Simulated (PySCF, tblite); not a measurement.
# C₇H₁₂SSi: geometry, infrared bands, NMR shifts, electronic excitations and core binding energies, part 2 of 2

tblite 0.8.0 and PySCF 2.14.0. Atoms count from 0. Earlier steps stand in the parts before.

## Step 6: Excited states and response: wB97X-D/def2-SVPD

What the job is given:

```
{"job": {"kind": "uv", "xc": "wB97X-D", "basis": "def2-SVPD", "ip": true}, "charge": 0, "multiplicity": 1}
C     -1.507446    -1.982172     0.086314
C     -1.941285    -0.737131    -0.109683
C     -1.091056     0.457861    -0.451551
C     -1.375344     1.654914     0.428059
C     -1.989112     1.624141     1.611507
C      0.386275     0.173660    -0.413127
C      1.187476     0.247598    -1.481613
S      2.922024    -0.033336    -1.596452
Si     3.459973    -0.615121     0.401423
H     -0.446395    -2.240121     0.017786
H     -2.205091    -2.793009     0.310414
H     -3.015808    -0.527884    -0.040133
H     -1.348718     0.753401    -1.487196
H     -0.988017     2.606362     0.045529
H     -2.371146     0.691241     2.036887
H     -2.126064     2.534846     2.199932
H      0.781182    -0.083641     0.577070
H      0.769368     0.512240    -2.459757
H      2.722643    -1.842291     0.826248
H      4.921084    -0.888666     0.306214
H      3.197097     0.474797     1.387158
```

With the program's defaults for keys left out, this is: TDDFT wB97X-D/def2-SVPD, vertical, gas phase, core orbitals frozen in the response.

Standard output:

```text
coarse grid: 18296 points
cycle   1  E = -960.9317603679  dE =  1.004e+00  |g| = 3.336e-01  |ddm| = 8.272e+00
cycle   2  E = -960.9604950777  dE = -2.873e-02  |g| = 2.060e-01  |ddm| = 1.648e+00
cycle   3  E = -960.9713491485  dE = -1.085e-02  |g| = 4.869e-02  |ddm| = 6.362e-01
cycle   4  E = -960.9719830885  dE = -6.339e-04  |g| = 2.388e-02  |ddm| = 2.074e-01
cycle   5  E = -960.9721445285  dE = -1.614e-04  |g| = 3.521e-03  |ddm| = 8.590e-02
cycle   6  E = -960.9721503311  dE = -5.803e-06  |g| = 1.138e-03  |ddm| = 2.489e-02
final grid: 166592 points
cycle   7  E = -961.0944798899  dE = -1.071e-04  |g| = 4.082e-03  |ddm| = 2.601e-01
cycle   8  E = -961.0944828277  dE = -2.938e-06  |g| = 2.775e-03  |ddm| = 3.178e-02
cycle   9  E = -961.0944847987  dE = -1.971e-06  |g| = 7.583e-04  |ddm| = 9.964e-03
cycle  10  E = -961.0944849523  dE = -1.537e-07  |g| = 3.582e-04  |ddm| = 2.627e-03
cycle  11  E = -961.0944849873  dE = -3.492e-08  |g| = 6.824e-05  |ddm| = 1.279e-03
cycle  12  E = -961.0944849890  dE = -1.745e-09  |g| = 2.531e-05  |ddm| = 3.181e-04
cycle  13  E = -961.0944849893  dE = -2.765e-10  |g| = 6.661e-06  |ddm| = 1.228e-04
converged SCF energy = -961.0944849893

Static polarisability (au): isotropic 135.730, principal 116.575 124.401 166.215

Singlet excitations
state   eV       nm        f      main configurations
  1   5.5196    224.6   0.00879   H->L+1 0.69, H->L+5 0.09
  2   5.6545    219.3   0.38665   H->L 0.90
  3   6.0626    204.5   0.00679   H->L+3 0.54, H->L+1 0.12, H->L+4 0.11
  4   6.4490    192.3   0.00093   H->L+2 0.65, H->L+3 0.16
  5   6.6927    185.3   0.02728   H-1->L 0.43, H->L+3 0.11, H->L+4 0.10
  6   6.7187    184.5   0.01697   H-1->L 0.51, H->L+3 0.10, H->L+5 0.08
  7   6.8775    180.3   0.02075   H->L+4 0.40, H->L+5 0.28
  8   6.9912    177.3   0.00909   H->L+7 0.43, H->L+6 0.18
  9   7.1331    173.8   0.10349   H-2->L 0.67
 10   7.2055    172.1   0.01108   H->L+9 0.27, H->L+6 0.18, H->L+5 0.10

Triplet excitations (Tamm-Dancoff, eV): 3.9304 4.5012 4.5416 5.2681
Vertical ionisation energy (delta-SCF) = 8.3468 eV
```

It took 11 min on 1 thread of Arm Neoverse N1, shared host; peak memory 1.5 GiB.

The orbitals next to the gap, with their largest atomic shares:

```tsv
orbital	eV	atoms
HOMO−3	-10.83	S7 56 %, Si8 16 %, C6 9 %
HOMO−2	-9.79	C3 22 %, C4 22 %, C1 16 %
HOMO−1	-9.38	C0 24 %, C1 21 %, C4 15 %
HOMO	-8.30	S7 43 %, C5 20 %, C6 18 %
LUMO	1.28	C6 21 %, C5 19 %, C4 15 %
LUMO+1	1.61	Si8 32 %, S7 31 %, H18 11 %
LUMO+2	1.89	C0 27 %, C1 26 %, C2 6 %
```

With each of the 10 states as a Gaussian band of 0.4 eV half-width at 1/e, the curve within the window shown has maxima at 219 nm (ε 16,000), 176 nm (ε 6,300) L/(mol cm). Beyond the last state computed it falls off for lack of states. The curve at chosen wavelengths:

(nm, ε (L/mol/cm)): (165, 2191), (168, 3756), (172, 5623), (175, 6270), (179, 5953), (182, 5120), (186, 3761), (189, 2846), (193, 2106), (196, 2138), (199, 2856), (203, 5031), (206, 7472), (210, 11204), (213, 13721), (217, 15788), (220, 16018), (223, 15126), (227, 12652), (230, 10316), (234, 7219), (237, 5213), (241, 3149), (244, 2058), (248, 1102), (251, 663)

Further results of this job:

```tsv
property	computed
dipole moment (D)	1.06
polarisability (Å³)	20.11
HOMO–LUMO gap (eV)	9.58
−ε(HOMO) (eV)	8.30
```

## Step 7: Shielding tensors: B3LYP/pcSseg-1

Same as in step 6 but for these lines:

```diff
@@ -1,2 +1,2 @@
-{"job": {"kind": "uv", "xc": "wB97X-D", "basis": "def2-SVPD", "ip": true}, "charge": 0, "multiplicity": 1}
+{"job": {"kind": "nmr", "xc": "B3LYP", "basis": "pcSseg-1", "pop": false}, "charge": 0, "multiplicity": 1}
 C     -1.507446    -1.982172     0.086314
```

With the program's defaults for keys left out, this is: GIAO B3LYP/pcSseg-1 NMR shielding, non-relativistic, gas phase.

Standard output:

```text
coarse grid: 18296 points
cycle   1  E = -961.4539017299  dE =  7.846e-01  |g| = 4.567e-01  |ddm| = 4.233e+00
cycle   2  E = -961.4442107912  dE =  9.691e-03  |g| = 4.988e-01  |ddm| = 9.531e-01
cycle   3  E = -961.5114496336  dE = -6.724e-02  |g| = 7.854e-02  |ddm| = 5.521e-01
cycle   4  E = -961.5125329327  dE = -1.083e-03  |g| = 4.841e-02  |ddm| = 1.298e-01
cycle   5  E = -961.5131188294  dE = -5.859e-04  |g| = 1.047e-02  |ddm| = 4.909e-02
cycle   6  E = -961.5131426580  dE = -2.383e-05  |g| = 4.913e-03  |ddm| = 1.464e-02
cycle   7  E = -961.5131485356  dE = -5.878e-06  |g| = 1.064e-03  |ddm| = 4.875e-03
final grid: 166592 points
cycle   8  E = -961.5828406744  dE = -4.090e-05  |g| = 6.318e-03  |ddm| = 3.826e-02
cycle   9  E = -961.5828318684  dE =  8.806e-06  |g| = 8.372e-03  |ddm| = 1.425e-02
cycle  10  E = -961.5828506991  dE = -1.883e-05  |g| = 1.895e-03  |ddm| = 9.870e-03
cycle  11  E = -961.5828516392  dE = -9.401e-07  |g| = 2.813e-04  |ddm| = 1.829e-03
cycle  12  E = -961.5828516546  dE = -1.546e-08  |g| = 1.372e-04  |ddm| = 3.788e-04
cycle  13  E = -961.5828516591  dE = -4.455e-09  |g| = 4.202e-05  |ddm| = 1.547e-04
cycle  14  E = -961.5828516595  dE = -4.288e-10  |g| = 1.248e-05  |ddm| = 5.740e-05
converged SCF energy = -961.5828516595

GIAO shielding tensors (ppm)
atom      isotropic    diamagn.    paramagn.     s11        s22        s33       span
  0 C       55.208     256.310    -201.102    -59.693     65.034    160.284    219.977
  1 C       29.652     256.198    -226.546    -91.183     35.354    144.784    235.967
  2 C      124.393     246.450    -122.057    115.226    123.425    134.529     19.303
  3 C       28.859     256.790    -227.931    -96.180     40.860    141.896    238.076
  4 C       57.638     255.081    -197.443    -54.885     67.147    160.653    215.537
  5 C       43.062     260.835    -217.773    -61.588     58.079    132.695    194.283
  6 C       45.361     258.165    -212.803    -55.998     57.719    134.363    190.361
  7 S      579.763    1057.601    -477.838    373.194    537.141    828.953    455.759
  8 Si     397.359     878.844    -481.486    348.834    395.005    448.237     99.403
  9 H       26.001      34.412      -8.411     23.915     24.088     30.000      6.085
 10 H       25.976      28.628      -2.652     23.740     25.061     29.127      5.386
 11 H       25.233      31.222      -5.989     23.473     24.644     27.583      4.110
 12 H       28.068      33.087      -5.019     25.676     27.271     31.256      5.580
 13 H       25.446      32.047      -6.601     23.036     24.632     28.672      5.636
 14 H       26.169      32.787      -6.618     22.890     24.803     30.814      7.924
 15 H       26.138      28.435      -2.296     23.593     25.346     29.477      5.884
 16 H       26.532      38.522     -11.990     23.306     24.599     31.692      8.386
 17 H       25.490      33.165      -7.674     21.600     25.565     29.306      7.707
 18 H       26.780      30.102      -3.322     23.490     25.105     31.745      8.255
 19 H       27.004      27.146      -0.142     23.658     24.631     32.724      9.066
 20 H       26.797      29.837      -3.040     23.653     24.923     31.816      8.163
```

Run time: 84 s. Hardware: 1 thread of Arm Neoverse N1, shared host; peak memory 1.2 GiB.

In short: δ C1 150.0, C5 136.2, C6 133.9, C0 122.8, H11 6.04, H17 5.89 ppm (means over like atoms).

## Step 8: Core-electron binding energies: SCAN, X2C

Same as in step 7 but for these lines:

```diff
@@ -1,2 +1,2 @@
-{"job": {"kind": "nmr", "xc": "B3LYP", "basis": "pcSseg-1", "pop": false}, "charge": 0, "multiplicity": 1}
+{"job": {"kind": "xps"}, "charge": 0, "multiplicity": 1}
 C     -1.507446    -1.982172     0.086314
```

Method: delta-SCF UKS SCAN, pcX-2 on the ionised atom, pcseg-1 elsewhere, spin-free X2C.

Standard output:

```text
ground state, core basis on atom 0 (C), 225 functions
  cycle   1  E = -962.93837588  |g| = 5.25e-01
  cycle   2  E = -962.89494676  |g| = 6.46e-01
  cycle   3  E = -963.01507496  |g| = 1.26e-01
  cycle   4  E = -963.01852914  |g| = 6.92e-02
  cycle   5  E = -963.01982766  |g| = 1.90e-02
  cycle   6  E = -963.01992453  |g| = 7.46e-03
  cycle   7  E = -963.01993869  |g| = 2.10e-03
  cycle   8  E = -963.01994067  |g| = 1.08e-03
  cycle   9  E = -963.01994115  |g| = 3.20e-04
  E(ground) = -963.08222541 Eh
hole in C 1s of atom 0
  cycle   1  E = -951.77762192  |g| = 1.50e+00
  cycle   2  E = -949.90132883  |g| = 2.10e+00
  cycle   3  E = -951.93518617  |g| = 7.92e-01
  cycle   4  E = -952.24821931  |g| = 4.70e-01
  cycle   5  E = -952.33599351  |g| = 2.14e-01
  cycle   6  E = -952.35525469  |g| = 1.13e-01
  cycle   7  E = -952.36164759  |g| = 2.44e-02
  cycle   8  E = -952.36191574  |g| = 1.31e-02
  cycle   9  E = -952.36200866  |g| = 5.98e-03
  cycle  10  E = -952.36203393  |g| = 2.89e-03
  cycle  11  E = -952.36204342  |g| = 1.23e-03
  cycle  12  E = -952.36204495  |g| = 7.99e-04
  cycle  13  E = -952.36204623  |g| = 2.53e-04
  E(ion) = -952.42375639 Eh   <S^2> = 0.7866   hole on atom = 1.000   binding energy = 290.032 eV
ground state, core basis on atom 1 (C), 225 functions
  cycle   1  E = -963.02007430  |g| = 6.33e-02
  cycle   2  E = -963.01913949  |g| = 6.71e-02
  cycle   3  E = -963.01996141  |g| = 3.74e-02
  cycle   4  E = -963.02032773  |g| = 8.27e-03
  cycle   5  E = -963.02034610  |g| = 2.27e-03
  cycle   6  E = -963.02034663  |g| = 3.91e-04
  E(ground) = -963.08261645 Eh
hole in C 1s of atom 1
  cycle   1  E = -951.76452573  |g| = 1.51e+00
  cycle   2  E = -949.39911219  |g| = 2.32e+00
  cycle   3  E = -951.97308493  |g| = 7.25e-01
  cycle   4  E = -952.22921700  |g| = 4.77e-01
  cycle   5  E = -952.32799241  |g| = 1.93e-01
  cycle   6  E = -952.34471056  |g| = 9.48e-02
  cycle   7  E = -952.34900137  |g| = 3.10e-02
  cycle   8  E = -952.34952710  |g| = 1.30e-02
  cycle   9  E = -952.34967416  |g| = 6.56e-03
  cycle  10  E = -952.34973093  |g| = 5.47e-03
  cycle  11  E = -952.34978404  |g| = 2.96e-03
  cycle  12  E = -952.34981284  |g| = 2.14e-03
  cycle  13  E = -952.34982584  |g| = 1.10e-03
  cycle  14  E = -952.34982846  |g| = 8.40e-04
  cycle  15  E = -952.34982890  |g| = 3.53e-04
  E(ion) = -952.41132066 Eh   <S^2> = 0.8249   hole on atom = 1.000   binding energy = 290.381 eV
ground state, core basis on atom 2 (C), 225 functions
  cycle   1  E = -963.01941872  |g| = 6.02e-02
  cycle   2  E = -963.01903531  |g| = 4.38e-02
  cycle   3  E = -963.01901114  |g| = 4.39e-02
  cycle   4  E = -963.01953780  |g| = 1.01e-02
  cycle   5  E = -963.01956328  |g| = 2.11e-03
  cycle   6  E = -963.01956371  |g| = 2.94e-04
  E(ground) = -963.08170616 Eh
hole in C 1s of atom 2
  cycle   1  E = -951.74579938  |g| = 1.52e+00
  cycle   2  E = -949.90089671  |g| = 2.44e+00
  cycle   3  E = -952.07453869  |g| = 6.46e-01
  cycle   4  E = -952.14538855  |g| = 5.57e-01
  cycle   5  E = -952.32521754  |g| = 9.12e-02
  cycle   6  E = -952.32814478  |g| = 3.67e-02
  cycle   7  E = -952.32877835  |g| = 1.80e-02
  cycle   8  E = -952.32894137  |g| = 8.08e-03
  cycle   9  E = -952.32899535  |g| = 2.83e-03
  cycle  10  E = -952.32901691  |g| = 2.18e-03
  cycle  11  E = -952.32903063  |g| = 1.70e-03
  cycle  12  E = -952.32904159  |g| = 1.50e-03
  cycle  13  E = -952.32904983  |g| = 1.08e-03
  cycle  14  E = -952.32906057  |g| = 6.01e-04
  cycle  15  E = -952.32906440  |g| = 3.96e-04
  E(ion) = -952.39040123 Eh   <S^2> = 0.7774   hole on atom = 1.000   binding energy = 290.925 eV
ground state, core basis on atom 5 (C), 225 functions
  cycle   1  E = -963.02055362  |g| = 5.84e-02
  cycle   2  E = -963.02035345  |g| = 3.35e-02
  cycle   3  E = -963.02014765  |g| = 4.26e-02
  cycle   4  E = -963.02062746  |g| = 8.89e-03
  cycle   5  E = -963.02064493  |g| = 1.32e-03
  cycle   6  E = -963.02064586  |g| = 2.76e-04
  E(ground) = -963.08272752 Eh
hole in C 1s of atom 5
  cycle   1  E = -951.76084558  |g| = 1.52e+00
  cycle   2  E = -949.95424316  |g| = 2.34e+00
  cycle   3  E = -952.12004288  |g| = 6.21e-01
  cycle   4  E = -952.17399153  |g| = 5.51e-01
  cycle   5  E = -952.35796044  |g| = 1.08e-01
  cycle   6  E = -952.36209098  |g| = 5.26e-02
  cycle   7  E = -952.36359699  |g| = 1.88e-02
  cycle   8  E = -952.36379371  |g| = 9.75e-03
  cycle   9  E = -952.36386379  |g| = 4.75e-03
  cycle  10  E = -952.36388948  |g| = 2.88e-03
  cycle  11  E = -952.36390869  |g| = 1.66e-03
  cycle  12  E = -952.36391196  |g| = 9.44e-04
  cycle  13  E = -952.36391309  |g| = 6.71e-04
  cycle  14  E = -952.36391424  |g| = 5.04e-04
  cycle  15  E = -952.36391640  |g| = 4.40e-04
  E(ion) = -952.42545369 Eh   <S^2> = 0.7954   hole on atom = 1.000   binding energy = 289.999 eV
ground state, core basis on atom 6 (C), 225 functions
  cycle   1  E = -963.02088635  |g| = 6.21e-02
  cycle   2  E = -963.02008703  |g| = 6.10e-02
  cycle   3  E = -963.02054089  |g| = 4.48e-02
  cycle   4  E = -963.02107616  |g| = 9.76e-03
  cycle   5  E = -963.02110181  |g| = 2.01e-03
  cycle   6  E = -963.02110203  |g| = 4.10e-04
  E(ground) = -963.08325504 Eh
hole in C 1s of atom 6
  cycle   1  E = -951.73135727  |g| = 1.52e+00
  cycle   2  E = -947.22168214  |g| = 2.84e+00
  cycle   3  E = -949.99371946  |g| = 1.45e+00
  cycle   4  E = -952.15420600  |g| = 5.07e-01
  cycle   5  E = -952.23698852  |g| = 3.98e-01
  cycle   6  E = -952.30867653  |g| = 2.00e-01
  cycle   7  E = -952.33120942  |g| = 6.36e-02
  cycle   8  E = -952.33324340  |g| = 3.25e-02
  cycle   9  E = -952.33386334  |g| = 9.87e-03
  cycle  10  E = -952.33398265  |g| = 6.39e-03
  cycle  11  E = -952.33407627  |g| = 4.76e-03
  cycle  12  E = -952.33411792  |g| = 4.59e-03
  cycle  13  E = -952.33414142  |g| = 1.79e-03
  cycle  14  E = -952.33414406  |g| = 7.62e-04
  cycle  15  E = -952.33414543  |g| = 4.01e-04
  E(ion) = -952.39630131 Eh   <S^2> = 0.8244   hole on atom = 1.000   binding energy = 290.807 eV
ground state, core basis on atom 7 (S), 236 functions
  cycle   1  E = -963.16729323  |g| = 4.05e-01
  cycle   2  E = -963.16697689  |g| = 5.18e-02
  cycle   3  E = -963.16554284  |g| = 8.93e-02
  cycle   4  E = -963.16763905  |g| = 1.20e-02
  cycle   5  E = -963.16766679  |g| = 8.00e-03
  cycle   6  E = -963.16768477  |g| = 1.74e-03
  cycle   7  E = -963.16768536  |g| = 2.94e-04
  E(ground) = -963.21539070 Eh
hole in S 1s of atom 7
  cycle   1  E = -870.92232416  |g| = 5.08e+00
  cycle   2  E = -866.34846426  |g| = 3.14e+00
  cycle   3  E = -826.98998247  |g| = 5.43e+00
  cycle   4  E = -871.50516385  |g| = 9.99e-01
  cycle   5  E = -871.89079755  |g| = 6.80e-01
  cycle   6  E = -872.10286628  |g| = 3.05e-01
  cycle   7  E = -872.14951730  |g| = 1.06e-01
  cycle   8  E = -872.15428222  |g| = 3.11e-02
  cycle   9  E = -872.15473896  |g| = 1.44e-02
  cycle  10  E = -872.15483805  |g| = 4.63e-03
  cycle  11  E = -872.15484792  |g| = 1.78e-03
  cycle  12  E = -872.15484947  |g| = 5.00e-04
  cycle  13  E = -872.15484878  |g| = 1.73e-04
  E(ion) = -872.19360398 Eh   <S^2> = 0.7515   hole on atom = 1.000   binding energy = 2476.829 eV
hole in S 2p of atom 7
  cycle   1  E = -956.48071419  |g| = 1.53e+00
  cycle   2  E = -951.86739475  |g| = 2.56e+00
  cycle   3  E = -952.60183886  |g| = 2.26e+00
  cycle   4  E = -956.85276067  |g| = 3.81e-01
  cycle   5  E = -956.90636804  |g| = 2.51e-01
  cycle   6  E = -956.93393362  |g| = 1.06e-01
  cycle   7  E = -956.93864464  |g| = 5.28e-02
  cycle   8  E = -956.94004441  |g| = 1.61e-02
  cycle   9  E = -956.94017746  |g| = 5.77e-03
  cycle  10  E = -956.94019463  |g| = 1.84e-03
  cycle  11  E = -956.94019540  |g| = 9.15e-04
  cycle  12  E = -956.94019663  |g| = 5.36e-04
  cycle  13  E = -956.94019752  |g| = 3.00e-04
  E(ion) = -956.99354848 Eh   <S^2> = 0.7534   hole on atom = 1.001   binding energy = 169.305 eV
  2p3/2 = 169.030 eV   2p1/2 = 170.272 eV
ground state, core basis on atom 8 (Si), 236 functions
  cycle   1  E = -963.11261492  |g| = 2.88e-01
  cycle   2  E = -963.11245229  |g| = 4.65e-02
  cycle   3  E = -963.11178766  |g| = 6.03e-02
  cycle   4  E = -963.11283286  |g| = 1.46e-02
  cycle   5  E = -963.11287855  |g| = 6.19e-03
  cycle   6  E = -963.11288929  |g| = 7.17e-04
  cycle   7  E = -963.11288925  |g| = 1.59e-04
  E(ground) = -963.13308330 Eh
hole in Si 1s of atom 8
  cycle   1  E = -894.16167986  |g| = 4.35e+00
  cycle   2  E = -888.67102806  |g| = 3.22e+00
  cycle   3  E = -865.14537913  |g| = 4.53e+00
  cycle   4  E = -894.59103223  |g| = 9.07e-01
  cycle   5  E = -894.52247297  |g| = 1.03e+00
  cycle   6  E = -895.20590202  |g| = 1.93e-01
  cycle   7  E = -895.21362173  |g| = 1.63e-01
  cycle   8  E = -895.22693441  |g| = 3.95e-02
  cycle   9  E = -895.22772948  |g| = 1.66e-02
  cycle  10  E = -895.22786141  |g| = 6.68e-03
  cycle  11  E = -895.22788757  |g| = 1.85e-03
  cycle  12  E = -895.22789001  |g| = 5.70e-04
  cycle  13  E = -895.22788983  |g| = 2.58e-04
  E(ion) = -895.25683768 Eh   <S^2> = 0.7527   hole on atom = 1.000   binding energy = 1847.007 eV
hole in Si 2p of atom 8
  cycle   1  E = -958.82016657  |g| = 1.23e+00
  cycle   2  E = -953.80133004  |g| = 2.37e+00
  cycle   3  E = -957.44390795  |g| = 1.39e+00
  cycle   4  E = -959.02093012  |g| = 4.17e-01
  cycle   5  E = -959.07745169  |g| = 3.35e-01
  cycle   6  E = -959.14302965  |g| = 1.29e-01
  cycle   7  E = -959.15156426  |g| = 3.27e-02
  cycle   8  E = -959.15200299  |g| = 1.66e-02
  cycle   9  E = -959.15213685  |g| = 6.33e-03
  cycle  10  E = -959.15215737  |g| = 1.64e-03
  cycle  11  E = -959.15216028  |g| = 7.57e-04
  cycle  12  E = -959.15215922  |g| = 2.91e-04
  E(ion) = -959.18460366 Eh   <S^2> = 0.7527   hole on atom = 1.002   binding energy = 107.444 eV
  2p3/2 = 107.204 eV   2p1/2 = 107.828 eV
```

It took 8.3 min on 1 thread of Arm Neoverse N1, shared host; peak memory 0.85 GiB.

The holes in one table. −ε is the ground-state orbital energy:

```tsv
hole	stands for	environment	ΔSCF (eV; 2p as the shell's mean)	−ε (eV)	⟨S²⟩
C1s on C0	C0, C4	terminal =CH2 carbon	290.03	273.6	0.787
C1s on C1	C1, C3	alkene CH	290.38	273.9	0.825
C1s on C2	C2	allylic sp3 CH	290.93	274.4	0.777
C1s on C5	C5	alkene CH	290.00	274.0	0.795
C1s on C6	C6	alkene CH	290.81	274.8	0.824
S1s on S7	S7	sulfur bonded to C, Si	2476.83	2415.1	0.751
S2p on S7	S7	sulfur bonded to C, Si	169.44	158.2	0.753
Si1s on Si8	Si8	silicon bonded to S, 3 H	1847.01	1794.1	0.753
Si2p on Si8	Si8	silicon bonded to S, 3 H	107.41	96.9	0.753
```

Each hole run stands for the others of its class of like atoms.

With the spin-orbit splitting: S7 2p3/2 169.03, 2p1/2 170.27 eV; Si8 2p3/2 107.20, 2p1/2 107.83 eV. The table gives each 2p level as the mean over the whole 2p shell (two parts 2p3/2, one part 2p1/2), which differs a little from the single hole in the log.

## Step 9: Run by run: NMR shifts

Shifts (ppm) of some atoms, chosen among heavy atoms and hydrogens apart, means over like atoms, with basis size and wall time:

```tsv
run	C1	C6	C0	C2	H10	H9	S7	functions	time
PBE0/pcSseg-1	148.7	132.7	123.9	53.4	5.47	5.41	-110	227	90 s
B3LYP/pcSseg-1	150.0	133.9	122.8	54.8	5.33	5.30	-94	227	84 s
```

## Step 10: What came out

The summary covers parts 1 to 2.

| quantity | value |
| --- | --- |
| strongest single infrared mode (GFN2-xTB) | 764 cm⁻¹, 309 km/mol |
| zero-point energy (GFN2-xTB) | 99.9 kcal/mol |
| point group | C1 |
| rotational constants (main isotopes) | 1.80, 0.54, 0.52 GHz |
| 13C shifts against TMS (PBE0/pcSseg-1, means over atoms taken as alike) | 148.7, 135.5, 132.7, 123.9, 53.4 ppm |
| 1H shifts against TMS (PBE0/pcSseg-1, means over atoms taken as alike) | 6.12, 5.98, 5.47, 5.41, 4.91, 4.61, 3.38 ppm |
| 33S shifts against CS2 (PBE0/pcSseg-1) | -110 ppm |
| 29Si shifts against TMS (PBE0/pcSseg-1) | -58.7 ppm |
| lowest singlet (wB97X-D/def2-SVPD) | 5.52 eV (225 nm), f = 0.009 |
| brightest single state of those computed | state 2, 5.65 eV, f = 0.387 |
| lowest triplet | 3.93 eV |
| vertical ionisation energy (ΔSCF) | 8.35 eV |
| C1s binding energies, SCAN/pcX-2 | C2 290.93, C6 290.81, C1 290.38, C0 290.03, C5 290.00 eV |
| S1s binding energies, SCAN/pcX-2 | S7 2476.83 eV |
| S2p binding energies, SCAN/pcX-2 | S7 169.44 eV |
| Si1s binding energies, SCAN/pcX-2 | Si8 1847.01 eV |
| Si2p binding energies, SCAN/pcX-2 | Si8 107.41 eV |
| range of the shift of S7 | -110 to -94 ppm |

In words: Over 227 steps the energy fell by 1.004 eV; of the close pairs, C2–H12 changed most, 1.181 to 1.098 Å (GFN2-xTB). No mode is imaginary among the 57: a minimum at this level. The strongest single mode, at 764 cm⁻¹, is spread over several atoms, H19, H20, H18 among them. GFN2-xTB is a fitted tight-binding method: band positions and strengths are rough. Its intensities can rank the bands wrongly. Relaxing lowered the energy by 0.241 eV in 10 steps; the close pair that moved most is Si8–H19, from 1.431 to 1.490 Å (PBE0/def2-SVP). No frequency check was run at this level, so the end point may be a saddle. At PBE0/pcSseg-1: The widest tensor belongs to S7: span 449 ppm, with a paramagnetic part of -451 ppm. The lowest singlet, at 5.52 eV, is HOMO→LUMO+1 0.69, HOMO→LUMO+5 0.09 and is weak; of the 10 states computed, the strongest absorption comes from state 2 at 5.65 eV. The lowest triplet lies 1.59 eV below the lowest singlet (triplets in Tamm-Dancoff, singlets in full TDDFT). The orbital energy would give 8.30 eV for ionisation, ΔSCF gives 8.35 eV. The C1s levels kept as sound span 0.93 eV, from C5 (alkene CH) up to C2 (allylic sp3 CH). In ppm, S7 moves most: its shift spreads over 16 ppm, from -110 (PBE0/pcSseg-1) to -94 (B3LYP/pcSseg-1).
